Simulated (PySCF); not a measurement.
# SiSH2 in PySCF: notebook

Aim: see how the results for SiSH2 move with the level of theory and the settings. Levels: PBE, revPBE, r2SCAN+D4, RPBE+D4. Tasks: atomic charges.

Program: PySCF 2.14.0. These are calculated values, not measurements. Logs are shortened: lines on timing, memory, paths and dates and some standing lists are left out, and cuts for length are marked.

### Step 1. The structure

The cell holds a molecule in a box, 4 atoms: a = 11.000 Å, b = 12.000 Å, c = 11.000 Å, α = 90.00°, β = 90.00°, γ = 90.00°.

### Step 2. Atomic charges, PBE

File run.py:

```python
import json
import numpy as np
from pyscf.pbc import gto, scf, dft, df

cell = gto.Cell()
cell.basis = '6-31g*'
cell.fromfile('SiH2S.xyz')
cell.exp_to_discard = 0
cell.precision = 1e-08
cell.max_memory = 2520  # MB
cell.verbose = 4
cell.build()

res = {}
kpts = cell.make_kpts([1, 1, 1])
mf = dft.KRKS(cell, kpts, xc='pbe')
mf = mf.density_fit()
mf.with_df._cderi_to_save = 'cderi.h5'
mf.with_df.build(j_only=False)
mf.conv_tol = 1e-07
mf.max_cycle = 60

mf.kernel()
res.update(converged=bool(mf.converged), e_tot=mf.e_tot, nelec=cell.nelectron, nao=cell.nao, mesh=list(map(int, cell.mesh)), a=cell.lattice_vectors().tolist(), coords=cell.atom_coords().tolist(),
           mo_energy=[np.real(x).tolist() for x in mf.mo_energy], mo_occ=[np.real(x).tolist() for x in mf.mo_occ])
res.update(kpts=cell.get_scaled_kpts(kpts).tolist())
res['parts'] = {k: float(np.real(v)) for k, v in mf.scf_summary.items() if np.isscalar(v)}
json.dump(res, open('results.json', 'w'))
if not mf.converged:
    raise SystemExit('SCF not converged')

print('levels (eV)')
for i, kp in enumerate(res['kpts'][:40]):
    print('k %7.4f %7.4f %7.4f  ' % tuple(kp), ' '.join('%.3f' % (x * 27.211386) for x in res['mo_energy'][i][:21]))

# Mulliken populations
dm, s = np.asarray(mf.make_rdm1()), np.asarray(mf.get_ovlp())
sites = cell.aoslice_by_atom()[:, 2:]
tot = np.einsum('kij,kji->i', dm, s).real / len(kpts)
res['mulliken'] = [cell.atom_charge(i) - tot[a0:a1].sum() for i, (a0, a1) in enumerate(sites)]
print('Mulliken charges', np.round(res['mulliken'], 5))
res['meta_lowdin'] = mf.mulliken_meta()[1].tolist()

# density on a uniform mesh
grids = dft.gen_grid.UniformGrids(cell)
grids.mesh = [57, 61, 57]
grids.build()
ni = dft.numint.KNumInt()
rho = [ni.get_rho(cell, x, grids, kpts) for x in [dm]]
np.save('rho.npy', np.reshape(rho, (-1, *grids.mesh)))
res['done'] = True
json.dump(res, open('results.json', 'w'))
```

File SiH2S.xyz:

```xyz
4
Lattice="11.0000000000 0.0000000000 0.0000000000 0.0000000000 12.0000000000 0.0000000000 0.0000000000 0.0000000000 11.0000000000" Properties=species:S:1:pos:R:3 pbc="T T T"
Si     5.1863000200      4.9190000400      5.6825000100
S      5.6396000100      6.9522000000      5.3148000400
H      6.4666000300      4.8026000400      6.5028000400
H      4.5594000100      7.2393999600      4.5651999800
```

Potentials or basis: 6-31g* (all-electron).

On the command line:

```console
$ OMP_NUM_THREADS=2 python -u run.py > log
```

The log of the run:

```text
Discarded 0 diffused primitive functions, 0 contracted functions

******** <class 'pyscf.pbc.df.df.GDF'> ********
auxbasis = None
exp_to_discard = 0
len(kpts) = 1
Default auxbasis cc-pvdz-jkfit is used for S 6-31g*
Default auxbasis cc-pvdz-jkfit is used for Si 6-31g*
Default auxbasis cc-pvdz-jkfit is used for H 6-31g*
Drop 0 primitive fitting functions
make aux basis, num shells = 90, num cGTOs = 270
auxcell.rcut 16.661448751326624

******** <class 'pyscf.pbc.df.rsdf_builder._RSGDFBuilder'> ********
mesh = [31 33 31] (31713 PWs)
ke_cutoff = 9.826740333939915
omega = 0.3884892603725197
exclude_d_aux = True
exclude_dd_block = True
j2c_eig_always = False
has_long_range = True

******** <class 'pyscf.pbc.dft.krks.KRKS'> ********
method = KRKS
initial guess = minao
damping factor = 0
level_shift factor = 0
DIIS = <class 'pyscf.scf.diis.CDIIS'>
diis_start_cycle = 1
diis_space = 8
diis_damp = 0
SCF conv_tol = 1e-07
SCF conv_tol_grad = None
SCF max_cycles = 60
direct_scf = True
direct_scf_tol = 1e-13

******** PBC SCF flags ********
N kpts = 1
Exchange divergence treatment (exxdiv) = ewald
    madelung (= occupied orbital energy shift) = 0.13224932910137913
    Total energy shift due to Ewald probe charge = -1/2 * Nelec*madelung = -2.11598926562
DF object = <pyscf.pbc.df.df.GDF object>
XC functionals = pbe
small_rho_cutoff = 0
radial grids:
    Treutler-Ahlrichs [JCP 102, 346 (1995); DOI:10.1063/1.469408] (M4) radial grids

becke partition: Becke, JCP 88, 2547 (1988); DOI:10.1063/1.454033
pruning grids: <function nwchem_prune>
grids dens level: 3
symmetrized grids: False
atomic radii adjust function: <function treutler_atomic_radii_adjust>
Set gradient conv threshold to 0.000316228

******** <class 'pyscf.pbc.df.rsdf_builder._RSNucBuilder'> ********
mesh = [39 43 39] (65403 PWs)
ke_cutoff = 16.491259992236976
omega = 0.5109509378179604
exclude_d_aux = False
exclude_dd_block = True
j2c_eig_always = False
has_long_range = True
tot grids = 57669
cell vol = 9798.58169  sum(weights) = 9972.54858
nelec by numeric integration = 31.994549896017393
init E= -688.506782467414
  HOMO = -0.218706868179  LUMO = -0.11294972834  gap/eV = 2.87780
nelec by numeric integration = 32.00000064887771
cycle= 1 E= -688.477087943621  delta_E= 0.0297  |g|= 0.227  |ddm|= 1.96
  HOMO = -0.195085686754  LUMO = -0.103863092345  gap/eV = 2.48229
nelec by numeric integration = 32.00000037190909
cycle= 2 E= -688.377227986075  delta_E= 0.0999  |g|= 0.543  |ddm|= 1.06
  HOMO = -0.190408268094  LUMO = -0.100244162481  gap/eV = 2.45349
nelec by numeric integration = 32.00000060405486
cycle= 3 E= -688.495186799685  delta_E= -0.118  |g|= 0.0653  |ddm|= 0.824
  HOMO = -0.200368339604  LUMO = -0.108296518463  gap/eV = 2.50540
nelec by numeric integration = 32.000000569341644
cycle= 4 E= -688.497340481893  delta_E= -0.00215  |g|= 0.0208  |ddm|= 0.182
  HOMO = -0.200683142877  LUMO = -0.108028332161  gap/eV = 2.52127
nelec by numeric integration = 32.000000574033066
cycle= 5 E= -688.497521019834  delta_E= -0.000181  |g|= 0.00383  |ddm|= 0.0342
  HOMO = -0.200090889751  LUMO = -0.107629372118  gap/eV = 2.51601
nelec by numeric integration = 32.00000057612738
cycle= 6 E= -688.497528272385  delta_E= -7.25e-06  |g|= 0.000496  |ddm|= 0.00804
  HOMO = -0.200105030455  LUMO = -0.107664690879  gap/eV = 2.51543
nelec by numeric integration = 32.00000057624605
cycle= 7 E= -688.497528361355  delta_E= -8.9e-08  |g|= 0.000117  |ddm|= 0.000735
  HOMO = -0.200079056764  LUMO = -0.1076346393  gap/eV = 2.51554
nelec by numeric integration = 32.0000005763512
Extra cycle  E= -688.497528350651  delta_E= 1.07e-08  |g|= 0.000196  |ddm|= 0.000516
converged SCF energy = -688.497528350651
levels (eV)
k  0.0000  0.0000  0.0000   -2395.902 -1780.012 -208.951 -155.116 -154.979 -154.949 -137.654 -94.544 -94.403 -94.280 -18.395 -12.200 -9.493 -7.877 -6.912 -5.444 -2.929 -0.173 0.344 2.040 4.442
Mulliken charges [ 0.16617 -0.23354 -0.06905  0.13643]
 ** Mulliken pop on meta-lowdin orthogonal AOs **
 ** Mulliken pop  **
pop of  0 Si 1s           2.00000
pop of  0 Si 2s           1.99978
pop of  0 Si 3s           1.71659
pop of  0 Si 4s           0.01431
pop of  0 Si 2px          1.99984
pop of  0 Si 2py          1.99981
pop of  0 Si 2pz          1.99981
pop of  0 Si 3px          0.91076
pop of  0 Si 3py          0.69173
pop of  0 Si 3pz          0.50022
pop of  0 Si 4px          0.00485
pop of  0 Si 4py          0.01043
pop of  0 Si 4pz          0.00341
pop of  0 Si 3dxy         0.00388
pop of  0 Si 3dyz         0.00384
pop of  0 Si 3dz^2        0.00282
pop of  0 Si 3dxz         0.00679
pop of  0 Si 3dx2-y2      0.00986
pop of  1 S 1s            2.00000
pop of  1 S 2s            1.99980
pop of  1 S 3s            1.72881
pop of  1 S 4s            0.00570
pop of  1 S 2px           1.99987
pop of  1 S 2py           1.99985
pop of  1 S 2pz           1.99988
pop of  1 S 3px           1.41565
pop of  1 S 3py           1.43961
pop of  1 S 3pz           1.51169
pop of  1 S 4px           0.00568
pop of  1 S 4py           0.00661
pop of  1 S 4pz           0.00442
pop of  1 S 3dxy          0.00439
pop of  1 S 3dyz          0.00210
pop of  1 S 3dz^2         0.00164
pop of  1 S 3dxz          0.00751
pop of  1 S 3dx2-y2       0.00674
pop of  2 H 1s            1.07777
pop of  2 H 2s            0.00253
pop of  3 H 1s            0.89279
pop of  3 H 2s            0.00824
 ** Mulliken atomic charges  **
charge of    0Si =      0.12128
charge of    1S =     -0.13995
charge of    2H =     -0.08030
charge of    3H =      0.09897
```

Wall time 12 s (2 threads of Intel Xeon at 2.70GHz, shared host); peak memory 0.95 GiB.

What came out:

```yaml
Free_energy: -18734.9722 eV
Gap_between_the_frontier_levels: 2.52 eV
Meta-löwdin_charges: Si +0.12; S -0.14; H -0.08, +0.10 e
```

Levels at points of the mesh, in eV from the valence-band top:
```tsv
k point	band 12	band 13	band 14	band 15	band 16	band 17	band 18	band 19	band 20	band 21
(0.00, 0.00, 0.00)	-6.76	-4.05	-2.43	-1.47	0.00	2.52	5.27	5.79	7.48	9.89
```

Caveat: this is a molecule in a periodic box at the Γ point, so its band gap is the HOMO-LUMO gap; population charges move with the basis; the basis of atomic orbitals isn't converged, which shifts pressures, moduli and gaps.

### Step 3. Atomic charges, revPBE

run.py, as its differences from that of step 2:

```diff
@@ -15,6 +15,5 @@
 kpts = cell.make_kpts([1, 1, 1])
-mf = dft.KRKS(cell, kpts, xc='pbe')
+mf = dft.KRKS(cell, kpts, xc='GGA_X_PBE_R,GGA_C_PBE')
 mf = mf.density_fit()
-mf.with_df._cderi_to_save = 'cderi.h5'
-mf.with_df.build(j_only=False)
+mf.with_df._cderi = 'cderi.h5'  # three-centre integrals saved by an earlier run on this cell, basis and mesh
 mf.conv_tol = 1e-07
@@ -42,10 +41,2 @@
 res['meta_lowdin'] = mf.mulliken_meta()[1].tolist()
-
-# density on a uniform mesh
-grids = dft.gen_grid.UniformGrids(cell)
-grids.mesh = [57, 61, 57]
-grids.build()
-ni = dft.numint.KNumInt()
-rho = [ni.get_rho(cell, x, grids, kpts) for x in [dm]]
-np.save('rho.npy', np.reshape(rho, (-1, *grids.mesh)))
 res['done'] = True
```

SiH2S.xyz is that of step 2.

Potentials or basis: 6-31g* (all-electron).

On the command line:

```console
$ OMP_NUM_THREADS=2 python -u run.py > log
```

The log of the run:

```text
Discarded 0 diffused primitive functions, 0 contracted functions

******** <class 'pyscf.pbc.dft.krks.KRKS'> ********
method = KRKS
initial guess = minao
damping factor = 0
level_shift factor = 0
DIIS = <class 'pyscf.scf.diis.CDIIS'>
diis_start_cycle = 1
diis_space = 8
diis_damp = 0
SCF conv_tol = 1e-07
SCF conv_tol_grad = None
SCF max_cycles = 60
direct_scf = True
direct_scf_tol = 1e-13

******** PBC SCF flags ********
N kpts = 1
Exchange divergence treatment (exxdiv) = ewald
    madelung (= occupied orbital energy shift) = 0.13224932910137913
    Total energy shift due to Ewald probe charge = -1/2 * Nelec*madelung = -2.11598926562
DF object = <pyscf.pbc.df.df.GDF object>
XC functionals = GGA_X_PBE_R,GGA_C_PBE
small_rho_cutoff = 0
radial grids:
    Treutler-Ahlrichs [JCP 102, 346 (1995); DOI:10.1063/1.469408] (M4) radial grids

becke partition: Becke, JCP 88, 2547 (1988); DOI:10.1063/1.454033
pruning grids: <function nwchem_prune>
grids dens level: 3
symmetrized grids: False
atomic radii adjust function: <function treutler_atomic_radii_adjust>
Set gradient conv threshold to 0.000316228

******** <class 'pyscf.pbc.df.rsdf_builder._RSNucBuilder'> ********
mesh = [39 43 39] (65403 PWs)
ke_cutoff = 16.491259992236976
omega = 0.5109509378179604
exclude_d_aux = False
exclude_dd_block = True
j2c_eig_always = False
has_long_range = True
tot grids = 57669
cell vol = 9798.58169  sum(weights) = 9972.54858
nelec by numeric integration = 31.994549896017393
init E= -688.698641795901
  HOMO = -0.217956913235  LUMO = -0.111545444427  gap/eV = 2.89560
nelec by numeric integration = 32.00000065453939
cycle= 1 E= -688.671152108275  delta_E= 0.0275  |g|= 0.224  |ddm|= 1.96
  HOMO = -0.195128755733  LUMO = -0.10279635898  gap/eV = 2.51249
nelec by numeric integration = 32.000000382940634
cycle= 2 E= -688.576662931395  delta_E= 0.0945  |g|= 0.529  |ddm|= 1.04
  HOMO = -0.190137928453  LUMO = -0.0987647860021  gap/eV = 2.48639
nelec by numeric integration = 32.00000061234944
cycle= 3 E= -688.688960120518  delta_E= -0.112  |g|= 0.0635  |ddm|= 0.808
  HOMO = -0.199726710763  LUMO = -0.106458322816  gap/eV = 2.53796
nelec by numeric integration = 32.0000005778846
cycle= 4 E= -688.691006925571  delta_E= -0.00205  |g|= 0.0203  |ddm|= 0.177
  HOMO = -0.200117077971  LUMO = -0.106305857116  gap/eV = 2.55273
nelec by numeric integration = 32.000000582445516
cycle= 5 E= -688.691181098957  delta_E= -0.000174  |g|= 0.00364  |ddm|= 0.0338
  HOMO = -0.199549539899  LUMO = -0.10592286423  gap/eV = 2.54771
nelec by numeric integration = 32.00000058449669
cycle= 6 E= -688.69118764383  delta_E= -6.54e-06  |g|= 0.000455  |ddm|= 0.00744
  HOMO = -0.199556158744  LUMO = -0.105951168739  gap/eV = 2.54712
nelec by numeric integration = 32.000000584599576
cycle= 7 E= -688.691187718022  delta_E= -7.42e-08  |g|= 0.000104  |ddm|= 0.000648
  HOMO = -0.199532450213  LUMO = -0.105923377649  gap/eV = 2.54723
nelec by numeric integration = 32.00000058469652
Extra cycle  E= -688.691187710239  delta_E= 7.78e-09  |g|= 0.000169  |ddm|= 0.000438
converged SCF energy = -688.691187710239
levels (eV)
k  0.0000  0.0000  0.0000   -2396.295 -1780.398 -209.027 -155.037 -154.900 -154.867 -137.761 -94.504 -94.360 -94.235 -18.365 -12.165 -9.468 -7.857 -6.876 -5.430 -2.882 -0.109 0.392 2.091 4.572
Mulliken charges [ 0.18101 -0.2377  -0.07676  0.13346]
 ** Mulliken pop on meta-lowdin orthogonal AOs **
 ** Mulliken pop  **
pop of  0 Si 1s           2.00000
pop of  0 Si 2s           1.99980
pop of  0 Si 3s           1.71295
pop of  0 Si 4s           0.01456
pop of  0 Si 2px          1.99986
pop of  0 Si 2py          1.99983
pop of  0 Si 2pz          1.99983
pop of  0 Si 3px          0.90810
pop of  0 Si 3py          0.69313
pop of  0 Si 3pz          0.49671
pop of  0 Si 4px          0.00504
pop of  0 Si 4py          0.01045
pop of  0 Si 4pz          0.00354
pop of  0 Si 3dxy         0.00385
pop of  0 Si 3dyz         0.00385
pop of  0 Si 3dz^2        0.00282
pop of  0 Si 3dxz         0.00678
pop of  0 Si 3dx2-y2      0.00985
pop of  1 S 1s            2.00000
pop of  1 S 2s            1.99982
pop of  1 S 3s            1.72789
pop of  1 S 4s            0.00569
pop of  1 S 2px           1.99988
pop of  1 S 2py           1.99986
pop of  1 S 2pz           1.99989
pop of  1 S 3px           1.41447
pop of  1 S 3py           1.43940
pop of  1 S 3pz           1.51251
pop of  1 S 4px           0.00579
pop of  1 S 4py           0.00661
pop of  1 S 4pz           0.00447
pop of  1 S 3dxy          0.00437
pop of  1 S 3dyz          0.00210
pop of  1 S 3dz^2         0.00163
pop of  1 S 3dxz          0.00749
pop of  1 S 3dx2-y2       0.00674
pop of  2 H 1s            1.08312
pop of  2 H 2s            0.00256
pop of  3 H 1s            0.89611
pop of  3 H 2s            0.00863
 ** Mulliken atomic charges  **
charge of    0Si =      0.12901
charge of    1S =     -0.13859
charge of    2H =     -0.08568
charge of    3H =      0.09526
```

Run time: 6.5 s. Hardware: 2 threads of Intel Xeon at 2.70GHz, shared host; peak memory 0.93 GiB.

Results:

- Free energy: -18740.2419 eV
- Gap between the frontier levels: 2.55 eV
- Meta-löwdin charges: Si +0.13; S -0.14; H -0.09, +0.10 e

Caveat: this is a molecule in a periodic box at the Γ point, so its band gap is the HOMO-LUMO gap; population charges move with the basis; the basis of atomic orbitals isn't converged, which shifts pressures, moduli and gaps.

(Part 1 of 2 ends here.)
